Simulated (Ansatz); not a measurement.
What does this script print? It uses the Ansatz DFT code, driven from Python.

Script `zn.py`:
```python
import warnings

import ansatz
import numpy as np
import spglib
from tabulate import tabulate

PHASES = {
    'Im-3m': (
        [(-1.569037, 1.569037, 1.569037), (1.569037, -1.569037, 1.569037), (1.569037, 1.569037, -1.569037)],
        [
            ('Zn', (0.0, 0.0, 0.0)),
        ],
    ),
    'P6_3/mmc': (
        [(2.67, 0.0, 0.0), (-1.335, 2.312288, 0.0), (0.0, 0.0, 4.966)],
        [
            ('Zn', (1 / 3, 2 / 3, 0.25)),
            ('Zn', (2 / 3, 1 / 3, 0.75)),
        ],
    ),
    'Fm-3m': (
        [(0.0, 1.964776, 1.964776), (1.964776, 0.0, 1.964776), (1.964776, 1.964776, 0.0)],
        [
            ('Zn', (0.0, 0.0, 0.0)),
        ],
    ),
}


def build(vectors, sites):
    crystal = ansatz.Crystal(lattice=ansatz.Lattice.of(vectors))
    for symbol, position in sites:
        crystal = crystal.atom(symbol, position)
    return crystal


def compute(name, crystal):
    calc = (
        crystal.calculation()
        .functional('LDA')
        .basis(500)
        .kpoints(spacing=0.16)
        .occupations('fermi_dirac', width=0.05)
        .stress()
        .band_table()
    )
    calc = calc.relax(force_tolerance=0.03, cell=True)
    return calc.run(threads=1)


def space_group(outcome):
    sites = outcome.report['lattice']['sites']
    kinds = sorted({site['symbol'] for site in sites})
    cell = (outcome.lattice.cell_ang, [site['position_frac'] for site in sites], [kinds.index(site['symbol']) for site in sites])
    return spglib.get_spacegroup(cell, symprec=0.01)


def pressure_gpa(outcome):
    return float(np.trace(outcome.report['stress_gpa']) / 3)

warnings.simplefilter('ignore', ansatz.DeckWarning)

phases = {name: build(*cell) for name, cell in PHASES.items()}

done = {}
for name, crystal in phases.items():
    try:
        done[name] = compute(name, crystal)
    except ansatz.NonConvergedError as error:
        print(name, 'did not converge:', str(error)[:120])

energy = {name: o.report['energy_sigma0_ev'] / len(o.lattice.sites) for name, o in done.items()}
lowest = min(energy.values())
rows = [(name, len(o.lattice.sites), 1000 * (energy[name] - lowest), space_group(o), pressure_gpa(o)) for name, o in done.items()]
rows.sort(key=lambda row: row[2])
print(tabulate(rows, headers=['phase', 'atoms', 'dE (meV/atom)', 'space group', 'P (GPa)'], floatfmt='.4f', tablefmt='psql'))
print('lowest in energy:', rows[0][0])
```

```console
$ python zn.py
+----------+---------+-----------------+----------------+-----------+
| phase    |   atoms |   dE (meV/atom) | space group    |   P (GPa) |
|----------+---------+-----------------+----------------+-----------|
| P6_3/mmc |       2 |          0.0000 | P6_3/mmc (194) |    0.0154 |
| Fm-3m    |       1 |         27.7198 | Fm-3m (225)    |   -0.0378 |
| Im-3m    |       1 |        102.2604 | Im-3m (229)    |    0.0119 |
+----------+---------+-----------------+----------------+-----------+
lowest in energy: P6_3/mmc
```

By space group at the end of each run: P6_3/mmc (+0 meV an atom, 13.4 Å³), Fm-3m (+28 meV an atom, 13.5 Å³) and Im-3m (+102 meV an atom, 13.7 Å³).

Reading the output:
- Pressure is positive in compression.
- The cells come from databases of deposited and of computed structures, and not all need be stable phases.
- The ranking holds among these structures alone, at zero temperature; the ground state may be another structure. Differences under 10 to 15 meV an atom lie within the error of mesh and functional.
- Run time: 70 s on 1 thread of Arm Neoverse V2, with other jobs on the host, peak memory 0.46 GiB.
